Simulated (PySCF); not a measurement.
# C2H9BOSi: the cost of one run

The runs use PySCF 2.14.0, with density-fitted response routines of our own; the level of theory stands in each step. All values are computed, except where a source is named. Atoms are numbered from 0 throughout.

### 1 The starting structure

14 atoms, charge 0, multiplicity 1; geometry from: GFN2-xTB. The atoms were then displaced at random by about 0.01 Å, so the start is not that level's minimum.

Bonds of the start (Å): C0–B1 1.60, B1–O2 1.31, O2–C3 1.44, C3–Si4 1.89, C0–H5 1.12, C0–H6 1.08, C0–H7 1.07, B1–H8 1.18, C3–H9 1.09, C3–H10 1.13, Si4–H11 1.47, Si4–H12 1.47, Si4–H13 1.46.

### 2 Optimising the geometry at PBE0-D3(BJ)/def2-SVP

What the job is given:

```
{"job": {"xc": "PBE0", "basis": "def2-SVP", "d3": "d3bj", "grid": 1, "shake": 0.01, "kind": "geom"}, "charge": 0, "multiplicity": 1}
C     -1.971880    -0.112650    -0.247650
B     -1.096780     1.172290     0.112800
O      0.068850     1.110430     0.706670
C      0.787520    -0.075240     1.095720
Si     2.026880    -0.524910    -0.262700
H     -2.926690     0.197440    -0.739000
H     -2.241260    -0.661820     0.639410
H     -1.450220    -0.764840    -0.922780
H     -1.438800     2.281500    -0.102460
H      1.242620     0.127420     2.064960
H      0.030460    -0.890910     1.274630
H      2.942520     0.615380    -0.414840
H      1.291250    -0.772580    -1.513810
H      2.728400    -1.716580     0.191790
```

Started as:

```bash
$ OMP_NUM_THREADS=1 python probes_run.py task.json out
```

The driver reads the jobs from task.json and runs them one after another.

Q: Estimate the wall time and peak memory of this first job on 1 thread of Arm Neoverse V2, shared host.

About 46 s, with a peak of 0.49 GiB.
